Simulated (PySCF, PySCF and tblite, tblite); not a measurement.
**C₇H₂ClF₃O₂: telling isomers apart by computed NMR, part 1 of 2**

Aim: see whether computed shieldings tell isomers of C₇H₂ClF₃O₂ apart.

Computed with tblite 0.8.0 (tight binding) and PySCF 2.14.0 (DFT, with response routines of our own); each step states its level. Atoms count from 0 throughout.

## 1. The molecule as given

15 atoms, charge 0, multiplicity 1; geometry from: MMFF94s geometry. This is the first candidate.

Bonds of the start (Å): C12–H14 1.08, C1–C12 1.47, C1–C2 1.45, C2–C3 1.34, C2–H13 1.09, C3–C5 1.49, C3–Cl4 1.72, C5–C7 1.48, C5–O6 1.23, C7–C12 1.35, C7–C8 1.48, C8–F10 1.35, C8–F11 1.36, C8–F9 1.35, O0–C1 1.22.

## 2. GFN2-xTB relaxation, isomer A, conformer 1

Job settings and geometry (Å):

```
{"job": {"xc": "GFN2-xTB", "basis": "xTB", "kind": "relax"}, "charge": 0, "multiplicity": 1}
O     -1.950200    -2.382500    -0.285000
C     -1.383600    -1.305200    -0.180800
C     -2.110400    -0.047400    -0.100000
C     -1.475800     1.125900     0.011500
Cl    -2.360500     2.595200     0.105700
C      0.006300     1.193800     0.092400
O      0.604000     2.262700     0.204500
C      0.753100    -0.080800     0.030200
C      2.228500     0.034700     0.105400
F      2.736600     0.764700    -0.910200
F      2.636700     0.588200     1.267900
F      2.820600    -1.186100     0.035500
C      0.085000    -1.246300    -0.088000
H     -3.195400    -0.114300    -0.161700
H      0.600800    -2.194500    -0.149200
```

Run with:

```console
OMP_NUM_THREADS=1 python ens_run.py task.json out
```

The driver reads the study from task.json and runs its stages one after another.

The program printed:

```text
step      E/eV     max force
  0   -1165.28153    2.232
  1   -1165.32278    2.277
  2   -1165.36271    0.483
  3   -1165.36879    0.255
  4   -1165.37635    0.171
  5   -1165.37847    0.129
  6   -1165.38009    0.090
  7   -1165.38149    0.145
  8   -1165.38217    0.106
  9   -1165.38257    0.052
 10   -1165.38291    0.055
 11   -1165.38315    0.050
 12   -1165.38329    0.034
 13   -1165.38329    0.034
 14   -1165.38333    0.022
 15   -1165.38340    0.023
 16   -1165.38343    0.019
 17   -1165.38346    0.016
 18   -1165.38349    0.015
 19   -1165.38352    0.020
 20   -1165.38355    0.021
 21   -1165.38358    0.023
 22   -1165.38361    0.017
 23   -1165.38363    0.013
 24   -1165.38364    0.011
 25   -1165.38366    0.009
 26   -1165.38367    0.006
 27   -1165.38367    0.007
 28   -1165.38367    0.006
 29   -1165.38367    0.004
```

Run time: 0.25 s. Hardware: 1 thread of Arm Neoverse V2, shared host.

Relaxing gained 0.102 eV and moved the atoms by 0.03 Å on average (rms).

## 3. Shieldings, isomer A, conformer 1: PBE0/pcSseg-1

Job settings and geometry (Å):

```
{"job": {"xc": "PBE0", "basis": "pcSseg-1", "kind": "nmr", "pop": true}, "charge": 0, "multiplicity": 1}
O     -1.949538    -2.400532    -0.288778
C     -1.390605    -1.332457    -0.174626
C     -2.112302    -0.060056    -0.105017
C     -1.480092     1.118152     0.019968
Cl    -2.313522     2.602289     0.102087
C      0.004651     1.237192     0.097180
O      0.573361     2.292105     0.206624
C      0.719840    -0.067369     0.026835
C      2.230654     0.020452     0.104927
F      2.740053     0.744636    -0.895576
F      2.638880     0.572458     1.251071
F      2.805502    -1.188347     0.035065
C      0.090026    -1.237743    -0.096349
H     -3.189901    -0.117225    -0.159790
H      0.628579    -2.175567    -0.145536
```

The program printed:

```text
coarse grid: 15896 points
cycle   1  E = -1176.6233289988  dE =  2.802e+00  |g| = 1.395e+00  |ddm| = 4.338e+00
cycle   2  E = -1175.3016419299  dE =  1.322e+00  |g| = 2.975e+00  |ddm| = 5.795e+00
cycle   3  E = -1176.9688152020  dE = -1.667e+00  |g| = 3.512e-01  |ddm| = 4.805e+00
cycle   4  E = -1176.9887620710  dE = -1.995e-02  |g| = 1.664e-01  |ddm| = 4.666e-01
cycle   5  E = -1176.9933861507  dE = -4.624e-03  |g| = 4.973e-02  |ddm| = 1.946e-01
cycle   6  E = -1176.9938023742  dE = -4.162e-04  |g| = 2.004e-02  |ddm| = 6.624e-02
cycle   7  E = -1176.9938842135  dE = -8.184e-05  |g| = 5.463e-03  |ddm| = 2.583e-02
cycle   8  E = -1176.9938893872  dE = -5.174e-06  |g| = 1.624e-03  |ddm| = 6.619e-03
final grid: 158176 points
cycle   9  E = -1177.1100195432  dE = -2.654e-05  |g| = 1.658e-02  |ddm| = 4.940e-02
cycle  10  E = -1177.1098138060  dE =  2.057e-04  |g| = 3.657e-02  |ddm| = 5.532e-02
cycle  11  E = -1177.1100711179  dE = -2.573e-04  |g| = 1.915e-03  |ddm| = 4.097e-02
cycle  12  E = -1177.1100716902  dE = -5.723e-07  |g| = 6.928e-04  |ddm| = 1.957e-03
cycle  13  E = -1177.1100717605  dE = -7.033e-08  |g| = 2.791e-04  |ddm| = 8.978e-04
cycle  14  E = -1177.1100717760  dE = -1.547e-08  |g| = 1.051e-04  |ddm| = 4.097e-04
cycle  15  E = -1177.1100717780  dE = -2.025e-09  |g| = 2.439e-05  |ddm| = 1.245e-04
cycle  16  E = -1177.1100717781  dE = -1.251e-10  |g| = 9.309e-06  |ddm| = 3.345e-05
converged SCF energy = -1177.1100717781

GIAO shielding tensors (ppm)
atom      isotropic    diamagn.    paramagn.     s11        s22        s33       span
  0 O     -451.445     399.891    -851.336  -1266.362   -435.814    347.839   1614.201
  1 C       -2.306     249.444    -251.749    -89.260    -28.762    111.104    200.364
  2 C       48.296     249.752    -201.456    -53.690     72.605    125.974    179.664
  3 C       29.007     259.299    -230.292    -70.364     49.469    107.917    178.281
  4 Cl     701.382    1144.171    -442.788    522.597    736.051    845.498    322.901
  5 C        6.595     239.477    -232.882    -87.825      3.242    104.367    192.192
  6 O     -391.021     394.115    -785.136  -1138.895   -427.303    393.136   1532.031
  7 C       46.020     271.598    -225.578    -58.626     64.778    131.908    190.534
  8 C       56.641     238.374    -181.733     46.647     58.994     64.280     17.633
  9 F      245.317     471.399    -226.082    168.948    244.840    322.163    153.214
 10 F      245.326     471.408    -226.082    168.958    244.817    322.203    153.245
 11 F      263.621     472.799    -209.178    182.643    257.562    350.657    168.014
 12 C       47.052     248.926    -201.874    -64.708     66.403    139.461    204.169
 13 H       24.546      29.616      -5.070     21.836     22.038     29.765      7.929
 14 H       24.601      31.290      -6.690     21.278     22.011     30.512      9.234
```

Wall time 51 s (1 thread of Arm Neoverse V2, shared host).

This run: HOMO -8.71 eV, LUMO -4.42 eV; dipole 1.89 D.

The fields below are evaluated on a grid from the run's orbitals.

Frontier orbitals at PBE0/pcSseg-1, with the share of their density that lies nearest to each atom:

```csv
orbital,energy (eV),lies on
HOMO,-8.71,"O0 48 %; O6 15 %; C2, C12 about 7 % each"
LUMO,-4.42,"O0, O6 about 17 % each; C1, C5, C12 about 11 % each; C3, C7 about 9 % each"
```

ELF in a plane through or near 13 of the atoms.

Ten even steps from ' ' (0.00) to '@' (1.00):
```
                                                        
                                                        
                                  --==--..              
                    ..--====::  ..##%%%%**==::          
                  ::**%%%%@@##..::%%##..==%%**--        
                  ==%%@@==%%##..  **::##--@@%%++..      
                  ..##%%++%%**::::**%%++##%%##==        
                      ::++--==%%%%  ==++::::..          
              ::--::::==%%**==%%**::**++......          
            ..--++==@@::..##==  ::##==::%%@@@@%%..      
            ::==::++@@..==++==  ..++==--@@@@@@@@--      
        --##%%**##::::++%%++==##++%%@@****@@@@##..      
        --##%%++%%--  ==++**..@@--**--::                
          ::++****  ::@@@@@@**====####%%##==            
            ..::..  **@@@@@@==  ==##++##%%**::          
                    ++@@@@==  ..##@@%%%%##==..          
                        ..      ++****==::              
                                  ..                    
                                                        
                                                        
```
The map spans 11.6 Å across and 10.3 Å up, centred on the molecule. Atoms in the plane (x, y in Å): O0 (1.9, -2.4), C1 (1.4, -1.4), C2 (2.1, -0.1), C3 (1.5, 1.1), Cl4 (2.4, 2.6), C5 (0.0, 1.2), O6 (-0.5, 2.3), C7 (-0.7, -0.1), C8 (-2.2, 0.1), F11 (-2.8, -1.1), C12 (-0.1, -1.2), H13 (3.2, -0.2), H14 (-0.7, -2.2).

log10 of the density (e/Å³) in the same plane.

Ten even steps from '0' (-4.0) to '9' (2.5):
```
0000000000000000001100000000
0000000000000001122222100000
0000000000122222233333210000
0000000012344443445554321000
0000000023456654456665432100
0000001234578765456976532100
0000123334567765566665432100
0001234444456886666554332000
0001345555556666676654332000
0001345686666655566666542100
0002345676667654567766542100
0002457765556666666655432100
0002457765456876686544321000
0001345554456655667654310000
0000233433456554579754310000
0000001112344434566654210000
0000000001122223444433100000
0000000000000001223221000000
0000000000000000011100000000
0000000000000000000000000000
```
The map spans 11.6 Å across and 10.3 Å up, centred on the molecule. Atoms in the plane (x, y in Å): O0 (1.9, -2.4), C1 (1.4, -1.4), C2 (2.1, -0.1), C3 (1.5, 1.1), Cl4 (2.4, 2.6), C5 (0.0, 1.2), O6 (-0.5, 2.3), C7 (-0.7, -0.1), C8 (-2.2, 0.1), F11 (-2.8, -1.1), C12 (-0.1, -1.2), H13 (3.2, -0.2), H14 (-0.7, -2.2).

On the surface of density 0.002 e/bohr³ the electrostatic potential runs, from the 1st to the 99th percentile, from -1.10 V near O6 to 1.52 V near H13.

## 4. The ensemble, isomer A: properties at PBE0/pcSseg-1

Job settings and geometry (Å):

```
{"job": {"study": "conf", "smiles": "O=C1C=C(Cl)C(=O)C(C(F)(F)F)=C1", "search": {"seed": 2481, "n_embed": 45, "ff_keep": 10, "window": 2.5, "nmax": 3, "temps": [250, 298.15, 350], "t_ref": 298.15, "order": 0.002}, "level": {"nmr": {"xc": "PBE0", "basis": "pcSseg-1"}}, "kind": "conf"}, "charge": 0, "multiplicity": 1}
O     -1.949538    -2.400532    -0.288778
C     -1.390605    -1.332457    -0.174626
C     -2.112302    -0.060056    -0.105017
C     -1.480092     1.118152     0.019968
Cl    -2.313522     2.602289     0.102087
C      0.004651     1.237192     0.097180
O      0.573361     2.292105     0.206624
C      0.719840    -0.067369     0.026835
C      2.230654     0.020452     0.104927
F      2.740053     0.744636    -0.895576
F      2.638880     0.572458     1.251071
F      2.805502    -1.188347     0.035065
C      0.090026    -1.237743    -0.096349
H     -3.189901    -0.117225    -0.159790
H      0.628579    -2.175567    -0.145536
```

The program printed:

```text
conformer  sym    E(xTB)   E(DFT)   G(298.15 K)  weight  dipole/D
    1     Cs      0.000    0.000    0.000   1.0000    1.892

mean shielding (ppm) by class
class atoms           250 K   298.15 K      350 K
  0 O  0           -451.445   -451.445   -451.445
  1 C  1             -2.306     -2.306     -2.306
  2 C  2             48.297     48.297     48.297
  3 C  3             29.007     29.007     29.007
  4 Cl 4            701.382    701.382    701.382
  5 C  5              6.595      6.595      6.595
  6 O  6           -391.021   -391.021   -391.021
  7 C  7              46.02      46.02      46.02
  8 C  8             56.641     56.641     56.641
  9 F  9,10,11      251.421    251.421    251.421
 10 C  12            47.052     47.052     47.052
 11 H  13            24.546     24.546     24.546
 12 H  14            24.601     24.601     24.601
```

It took 53 s on 1 thread of Arm Neoverse V2, shared host. This counts the runs that the step sums up.

The search (ETKDG and KDG, MMFF94s, GFN2-xTB) embedded 45 structures, kept 1 distinct ones after the force field and 1 after xTB; 1 was carried on (window 2.5 kcal/mol at the search's own energies). Energies: PBE0/pcSseg-1 with D3(BJ).

The conformers at 298 K:

```csv
no.,group,mirror pair,ΔE xTB,ΔE DFT,ΔG,weight (%),μ (D),"A, B, C (GHz)"
1,Cs,no,0.00,0.00,0.00,100.0,1.89,"0.99, 0.54, 0.37"
```

Energies in kcal/mol. ΔG holds xTB vibrations and rotation, symmetry numbers and mirror pairs.

Shifts against references run at the same level (³⁵Cl HCl 950, ¹⁷O H2O 336.1, ¹³C TMS 186.9, ¹H TMS 31.72, ¹⁹F CFCl3 170.9 ppm of shielding), by class of atoms, at 298 K:

```csv
atoms,environment,average
C1,ketone carbonyl carbon,189.2
C5,ketone carbonyl carbon,180.3
C3,β carbon of a C=C–C=O unit,157.9
C7,β carbon of a C=C–C=O unit,140.9
C12,β carbon of a C=C–C=O unit,139.9
C2,β carbon of a C=C–C=O unit,138.6
C8,CF3 carbon,130.3
H13,hydrogen on a β carbon of a C=C–C=O unit,7.17
H14,hydrogen on a β carbon of a C=C–C=O unit,7.12
O0,ketone oxygen,787.5
O6,ketone oxygen,727.1
Cl4,chlorine bonded to C,248
"F9, F10, F11",fluorine of a CF3 group,-80.5
```

## 5. GFN2-xTB relaxation, isomer B, conformer 1

Job settings and geometry (Å):

```
{"job": {"xc": "GFN2-xTB", "basis": "xTB", "kind": "relax"}, "charge": 0, "multiplicity": 1}
O     -1.880800     2.318400     0.651100
C     -1.356700     1.260400     0.371100
C      0.126600     1.192500     0.242900
C      0.762400     0.066500    -0.064700
C      2.234100    -0.060200    -0.202400
F      2.780600    -0.912900     0.684300
F      2.599100    -0.459400    -1.454900
F      2.855700     1.145600    -0.007000
C      0.018500    -1.197100    -0.252900
O      0.557400    -2.253700    -0.520400
C     -1.457400    -1.150400    -0.117700
C     -2.096100    -0.017100     0.180200
Cl    -3.811900     0.017800     0.345100
H      0.643700     2.135700     0.389000
H     -1.979800    -2.078000    -0.265600
```

The program printed:

```text
step      E/eV     max force
  0   -1165.28237    1.594
  1   -1165.34606    0.919
  2   -1165.35919    0.534
  3   -1165.36814    0.272
  4   -1165.37556    0.171
  5   -1165.37820    0.148
  6   -1165.38063    0.109
  7   -1165.38205    0.097
  8   -1165.38294    0.099
  9   -1165.38351    0.068
 10   -1165.38407    0.064
 11   -1165.38468    0.063
 12   -1165.38502    0.047
 13   -1165.38520    0.048
 14   -1165.38536    0.041
 15   -1165.38554    0.034
 16   -1165.38554    0.034
 17   -1165.38561    0.027
 18   -1165.38569    0.020
 19   -1165.38573    0.020
 20   -1165.38583    0.023
 21   -1165.38593    0.032
 22   -1165.38602    0.028
 23   -1165.38608    0.025
 24   -1165.38612    0.021
 25   -1165.38614    0.018
 26   -1165.38616    0.017
 27   -1165.38620    0.018
 28   -1165.38622    0.014
 29   -1165.38623    0.007
 30   -1165.38624    0.009
 31   -1165.38625    0.008
 32   -1165.38625    0.004
 33   -1165.38625    0.003
```

Run time: 0.25 s. Hardware: 1 thread of Arm Neoverse V2, shared host.

Relaxing gained 0.104 eV and moved the atoms by 0.04 Å on average (rms).

## 6. Shieldings, isomer B, conformer 1: PBE0/pcSseg-1

Job settings and geometry (Å):

```
{"job": {"xc": "PBE0", "basis": "pcSseg-1", "kind": "nmr", "pop": false}, "charge": 0, "multiplicity": 1}
O     -1.907296     2.309514     0.648668
C     -1.352370     1.273030     0.383496
C      0.118678     1.180319     0.234975
C      0.737873     0.035349    -0.059124
C      2.243866    -0.036767    -0.205709
F      2.789877    -0.880467     0.673879
F      2.606473    -0.434336    -1.428055
F      2.824702     1.155292    -0.003508
C      0.003727    -1.250629    -0.265151
O      0.573446    -2.282424    -0.532727
C     -1.450799    -1.158577    -0.117076
C     -2.081665    -0.010758     0.179534
Cl    -3.775896     0.082718     0.349834
H      0.660787     2.105899     0.381340
H     -1.995815    -2.080174    -0.262286
```

The program printed:

```text
coarse grid: 15896 points
cycle   1  E = -1176.6240093992  dE =  2.799e+00  |g| = 1.392e+00  |ddm| = 4.389e+00
cycle   2  E = -1175.3374637222  dE =  1.287e+00  |g| = 2.953e+00  |ddm| = 5.539e+00
cycle   3  E = -1176.9696183580  dE = -1.632e+00  |g| = 3.455e-01  |ddm| = 4.553e+00
cycle   4  E = -1176.9885419536  dE = -1.892e-02  |g| = 1.620e-01  |ddm| = 4.393e-01
cycle   5  E = -1176.9929321939  dE = -4.390e-03  |g| = 3.890e-02  |ddm| = 1.750e-01
cycle   6  E = -1176.9932162762  dE = -2.841e-04  |g| = 1.393e-02  |ddm| = 4.399e-02
cycle   7  E = -1176.9932544712  dE = -3.820e-05  |g| = 6.157e-03  |ddm| = 1.912e-02
cycle   8  E = -1176.9932621945  dE = -7.723e-06  |g| = 1.962e-03  |ddm| = 8.025e-03
final grid: 158176 points
cycle   9  E = -1177.1102664798  dE = -2.530e-05  |g| = 1.660e-02  |ddm| = 4.447e-02
cycle  10  E = -1177.1100615671  dE =  2.049e-04  |g| = 3.660e-02  |ddm| = 5.441e-02
cycle  11  E = -1177.1103178111  dE = -2.562e-04  |g| = 1.813e-03  |ddm| = 3.986e-02
cycle  12  E = -1177.1103183062  dE = -4.951e-07  |g| = 6.667e-04  |ddm| = 1.851e-03
cycle  13  E = -1177.1103183707  dE = -6.449e-08  |g| = 2.469e-04  |ddm| = 7.629e-04
cycle  14  E = -1177.1103183836  dE = -1.298e-08  |g| = 1.048e-04  |ddm| = 3.689e-04
cycle  15  E = -1177.1103183860  dE = -2.334e-09  |g| = 2.613e-05  |ddm| = 1.261e-04
cycle  16  E = -1177.1103183861  dE = -1.287e-10  |g| = 9.631e-06  |ddm| = 3.058e-05
converged SCF energy = -1177.1103183861

GIAO shielding tensors (ppm)
atom      isotropic    diamagn.    paramagn.     s11        s22        s33       span
  0 O     -424.584     394.551    -819.136  -1203.376   -441.374    370.997   1574.374
  1 C        2.419     245.686    -243.268    -91.270     -8.205    106.731    198.001
  2 C       48.374     251.746    -203.372    -59.118     61.515    142.725    201.843
  3 C       45.265     269.835    -224.570    -64.037     70.824    129.008    193.045
  4 C       56.838     238.266    -181.428     46.749     59.572     64.193     17.444
  5 F      245.052     471.326    -226.275    168.639    245.869    320.647    152.008
  6 F      244.973     471.324    -226.351    168.477    245.778    320.664    152.187
  7 F      263.072     472.989    -209.918    181.806    256.206    351.203    169.397
  8 C        1.729     241.747    -240.019    -87.642    -14.552    107.380    195.022
  9 O     -415.427     398.099    -813.526  -1194.610   -421.558    369.886   1564.496
 10 C       48.094     252.530    -204.436    -54.044     72.543    125.783    179.827
 11 C       29.353     256.590    -227.237    -70.470     50.496    108.034    178.504
 12 Cl     702.999    1143.592    -440.593    526.452    729.948    852.597    326.145
 13 H       24.465      31.524      -7.060     21.402     21.691     30.301      8.899
 14 H       24.563      29.719      -5.156     21.864     22.076     29.749      7.886
```

It took 42 s on 1 thread of Arm Neoverse V2, shared host.

In short: HOMO -8.72 eV, LUMO -4.43 eV; dipole 1.48 D.

## 7. Boltzmann average, isomer B: properties at PBE0/pcSseg-1

Job settings and geometry (Å):

```
{"job": {"study": "conf", "smiles": "O=C1C=C(C(F)(F)F)C(=O)C=C1Cl", "search": {"seed": 2481, "n_embed": 45, "ff_keep": 10, "window": 2.5, "nmax": 3, "temps": [250, 298.15, 350], "t_ref": 298.15, "order": 0.002}, "level": {"nmr": {"xc": "PBE0", "basis": "pcSseg-1"}}, "kind": "conf"}, "charge": 0, "multiplicity": 1}
O     -1.907296     2.309514     0.648668
C     -1.352370     1.273030     0.383496
C      0.118678     1.180319     0.234975
C      0.737873     0.035349    -0.059124
C      2.243866    -0.036767    -0.205709
F      2.789877    -0.880467     0.673879
F      2.606473    -0.434336    -1.428055
F      2.824702     1.155292    -0.003508
C      0.003727    -1.250629    -0.265151
O      0.573446    -2.282424    -0.532727
C     -1.450799    -1.158577    -0.117076
C     -2.081665    -0.010758     0.179534
Cl    -3.775896     0.082718     0.349834
H      0.660787     2.105899     0.381340
H     -1.995815    -2.080174    -0.262286
```

The program printed:

```text
conformer  sym    E(xTB)   E(DFT)   G(298.15 K)  weight  dipole/D
    1     Cs      0.000    0.000    0.000   1.0000    1.475

mean shielding (ppm) by class
class atoms           250 K   298.15 K      350 K
  0 O  0           -424.584   -424.584   -424.584
  1 C  1              2.419      2.419      2.419
  2 C  2             48.374     48.374     48.374
  3 C  3             45.265     45.265     45.265
  4 C  4             56.838     56.838     56.838
  5 F  5,6,7        251.032    251.032    251.032
  6 C  8              1.728      1.728      1.728
  7 O  9           -415.427   -415.427   -415.427
  8 C  10            48.094     48.094     48.094
  9 C  11            29.353     29.353     29.353
 10 Cl 12           702.999    702.999    702.999
 11 H  13            24.465     24.465     24.465
 12 H  14            24.563     24.563     24.563
```

It took 43 s on 1 thread of Arm Neoverse V2, shared host. This counts the runs that the step sums up.

The search (ETKDG and KDG, MMFF94s, GFN2-xTB) embedded 45 structures, kept 1 distinct ones after the force field and 1 after xTB; 1 was carried on (window 2.5 kcal/mol at the search's own energies). Energies: PBE0/pcSseg-1 with D3(BJ).

Conformer by conformer (298 K):

```csv
no.,group,mirror pair,ΔE xTB,ΔE DFT,ΔG,weight (%),μ (D),"A, B, C (GHz)"
1,Cs,no,0.00,0.00,0.00,100.0,1.48,"1.51, 0.41, 0.34"
```

Energies in kcal/mol. ΔG holds xTB vibrations and rotation, symmetry numbers and mirror pairs.

Shifts against references run at the same level (³⁵Cl HCl 950, ¹⁷O H2O 336.1, ¹³C TMS 186.9, ¹H TMS 31.72, ¹⁹F CFCl3 170.9 ppm of shielding), by class of atoms, at 298 K:

```csv
atoms,environment,average
C8,ketone carbonyl carbon,185.2
C1,ketone carbonyl carbon,184.5
C11,β carbon of a C=C–C=O unit,157.6
C3,β carbon of a C=C–C=O unit,141.7
C10,β carbon of a C=C–C=O unit,138.8
C2,β carbon of a C=C–C=O unit,138.6
C4,CF3 carbon,130.1
H13,hydrogen on a β carbon of a C=C–C=O unit,7.25
H14,hydrogen on a β carbon of a C=C–C=O unit,7.15
O0,ketone oxygen,760.7
O9,ketone oxygen,751.5
"F5, F6, F7",fluorine of a CF3 group,-80.1
Cl12,chlorine bonded to C,247
```

## 8. GFN2-xTB relaxation, isomer C, conformer 1

Job settings and geometry (Å):

```
{"job": {"xc": "GFN2-xTB", "basis": "xTB", "kind": "relax"}, "charge": 0, "multiplicity": 1}
O      2.034700     2.212700    -0.823400
C      1.403300     1.230700    -0.459000
C      2.166100     0.048000     0.031800
C      1.523200    -1.037100     0.434600
C      0.051200    -1.134600     0.450700
O     -0.479700    -2.165600     0.832700
C     -0.723700     0.036300    -0.035500
C     -2.182500    -0.202400     0.032400
F     -2.934700     0.837300    -0.398800
F     -2.567300    -1.260000    -0.740700
F     -2.613800    -0.461700     1.292200
C     -0.085400     1.131700    -0.446700
Cl    -0.896000     2.553800    -1.012700
H      3.242400     0.128100     0.020800
H      2.057900    -1.909100     0.799800
```

The program printed:

```text
step      E/eV     max force
  0   -1165.15663    1.801
  1   -1165.24230    1.595
  2   -1165.26967    0.582
  3   -1165.27822    0.291
  4   -1165.28585    0.227
  5   -1165.29051    0.223
  6   -1165.29200    0.149
  7   -1165.29276    0.092
  8   -1165.29336    0.067
  9   -1165.29390    0.055
 10   -1165.29411    0.038
 11   -1165.29411    0.038
 12   -1165.29420    0.026
 13   -1165.29435    0.027
 14   -1165.29440    0.025
 15   -1165.29454    0.045
 16   -1165.29468    0.051
 17   -1165.29475    0.029
 18   -1165.29479    0.015
 19   -1165.29482    0.018
 20   -1165.29484    0.014
 21   -1165.29486    0.011
 22   -1165.29487    0.009
 23   -1165.29487    0.007
 24   -1165.29487    0.004
```

Run time: 0.19 s. Hardware: 1 thread of Arm Neoverse V2, shared host.

Relaxing gained 0.138 eV and moved the atoms by 0.03 Å on average (rms).

(Continued in part 2 of 2.)
